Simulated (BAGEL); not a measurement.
# AlCl3 (aluminium trichloride (monomer)) at HF/STO-3G (density fitting with qzvpp-jkfit)

Aim: the energy change on altering one bond length of AlCl3 (aluminium trichloride (monomer)) at HF/STO-3G (density fitting with qzvpp-jkfit), from 2 runs. 

The calculation is run with BAGEL 1.2.2.

## Step 1: The structure to begin with

AlCl3: 4 atoms, total charge 0, spin state singlet. SMILES: `[Cl][Al]([Cl])[Cl]`. The shape comes from GFN2-xTB, which is rough for such elements, and wasn't checked as a minimum.

Bond lengths: Al1–Cl2 2.030 Å, Al1–Cl3 2.030 Å, Al1–Cl4 2.030 Å. Angles: Cl2–Al1–Cl3 120.0°, Cl2–Al1–Cl4 120.0°, Cl3–Al1–Cl4 120.0°.

## Step 2: The energy at HF/STO-3G (density fitting with qzvpp-jkfit)

hf.json

```json
{ "bagel" : [

{
  "title" : "molecule",
  "basis" : "sto-3g",
  "df_basis" : "qzvpp-jkfit",
  "angstrom" : true,
  "geometry" : [
    { "atom" : "Al", "xyz" : [   -0.000090,   -0.000130,    0.000260 ] },
    { "atom" : "Cl", "xyz" : [    2.029580,   -0.026890,    0.012730 ] },
    { "atom" : "Cl", "xyz" : [   -0.991250,    1.771260,   -0.016960 ] },
    { "atom" : "Cl", "xyz" : [   -1.038240,   -1.744250,    0.003970 ] }
  ]
},
{
  "title" : "hf"
},
{
  "title" : "print",
  "file" : "orbitals.molden",
  "orbitals" : true
}

]}
```

The run is started by

```
$ BAGEL_NUM_THREADS=1 BAGEL hf.json > hf.out
```

What it wrote:

```text
* using 1 threads per process

  ===============================================================
  ===============================================================

  *** Geometry ***

  { "atom" : "Al", "xyz" : [     -0.000170,     -0.000246,      0.000491 ] },
  { "atom" : "Cl", "xyz" : [      3.835350,     -0.050815,      0.024056 ] },
  { "atom" : "Cl", "xyz" : [     -1.873191,      3.347196,     -0.032050 ] },
  { "atom" : "Cl", "xyz" : [     -1.961989,     -3.296155,      0.007502 ] },

  Number of auxiliary basis functions:      512

  Since a DF basis is specified, we compute 2- and 3-index integrals:
    o Being stored without compression. Storage requirement is 0.005 GB

  Number of basis functions:       36
  Number of electrons      :       64

    * METHOD: MOLECULE                             0.18

  *** RHF ***

  === Nuclear Repulsion ===
   303.3405660542

      * DIIS with orbital gradients will be used.

  === RHF iteration (sto-3g) ===
      0      -1602.93629389          0.01188447           0.04
      1      -1603.02560590          0.00203393           0.03
      2      -1603.02737650          0.00021565           0.03
      3      -1603.02741748          0.00002616           0.03
      4      -1603.02741815          0.00000220           0.03
      5      -1603.02741815          0.00000047           0.03
      6      -1603.02741815          0.00000006           0.03
      7      -1603.02741815          0.00000001           0.03
      8      -1603.02741815          0.00000000           0.03
    * SCF iteration converged.

    * Permanent dipole moment:
           (    0.000431,     0.000626,    -0.001024) a.u.

    * METHOD: HF                                   0.38

    * METHOD: PRINT                                0.00

  ===============================================================
```

Run time: 0.68 s. Hardware: 1 thread of Arm Neoverse V1, shared host; peak memory 0.078 GiB.

## Step 3: The distorted shape at the same level

input.json

```json
{ "bagel": [

{
  "title": "molecule",
  "basis": "sto-3g",
  "df_basis": "qzvpp-jkfit",
  "angstrom": true,
  "geometry": [
    { "atom": "Al", "xyz": [   -0.609041,    0.007899,   -0.003481 ] },
    { "atom": "Cl", "xyz": [    2.029580,   -0.026890,    0.012730 ] },
    { "atom": "Cl", "xyz": [   -1.600201,    1.779289,   -0.020701 ] },
    { "atom": "Cl", "xyz": [   -1.647191,   -1.736221,    0.000229 ] }
  ]
},
{
  "title": "hf"
},
{
  "title": "print",
  "file": "orbitals.molden",
  "orbitals": true
}

]}
```

The run is started by

```
$ BAGEL_NUM_THREADS=1 BAGEL input.json > input.out
```

What it wrote:

```text
* using 1 threads per process

  ===============================================================
  ===============================================================

  *** Geometry ***

  { "atom" : "Al", "xyz" : [     -1.150921,      0.014927,     -0.006578 ] },
  { "atom" : "Cl", "xyz" : [      3.835350,     -0.050815,      0.024056 ] },
  { "atom" : "Cl", "xyz" : [     -3.023942,      3.362369,     -0.039119 ] },
  { "atom" : "Cl", "xyz" : [     -3.112740,     -3.280982,      0.000433 ] },

  Number of auxiliary basis functions:      512

  Since a DF basis is specified, we compute 2- and 3-index integrals:
    o Being stored without compression. Storage requirement is 0.005 GB

  Number of basis functions:       36
  Number of electrons      :       64

    * METHOD: MOLECULE                             0.18

  *** RHF ***

  === Nuclear Repulsion ===
   278.4819340863

      * DIIS with orbital gradients will be used.

  === RHF iteration (sto-3g) ===
      0      -1602.81481970          0.01343130           0.04
      1      -1602.93939182          0.00301897           0.03
      2      -1602.94365926          0.00041841           0.03
      3      -1602.94382285          0.00006033           0.03
      4      -1602.94382687          0.00001326           0.03
      5      -1602.94382706          0.00000214           0.03
      6      -1602.94382707          0.00000027           0.03
      7      -1602.94382707          0.00000006           0.03
      8      -1602.94382707          0.00000001           0.03
    * SCF iteration converged.

    * Permanent dipole moment:
           (    0.879142,    -0.011025,     0.004449) a.u.

    * METHOD: HF                                   0.38

    * METHOD: PRINT                                0.00

  ===============================================================
```

Run time: 0.7 s. Hardware: 1 thread of Arm Neoverse V1, shared host; peak memory 0.078 GiB.

## Step 4: Outcome

At HF/STO-3G (density fitting with qzvpp-jkfit):

| quantity | value |
| --- | --- |
| first shape: total energy | -1603.02742 Eh |
| first shape: dipole moment | 0.00 D |
| first shape: HOMO energy | -11.20 eV |
| first shape: LUMO energy | 6.32 eV |
| first shape: HOMO–LUMO gap | 17.51 eV |
| distorted shape: total energy | -1602.94383 Eh |
| distorted shape: dipole moment | 2.23 D |
| distorted shape: HOMO energy | -9.41 eV |
| distorted shape: LUMO energy | 2.93 eV |
| distorted shape: HOMO–LUMO gap | 12.34 eV |
| energy change with the Al1–Cl2 bond stretched from 2.030 to 2.639 Å | 2.275 eV |

**Reading.** With the Al1–Cl2 bond stretched from 2.030 to 2.639 Å the energy rises by 2.27 eV (52 kcal/mol). The first shape isn't relaxed at this level, so the change isn't measured from a minimum. The minimal basis adds a large error of its own.
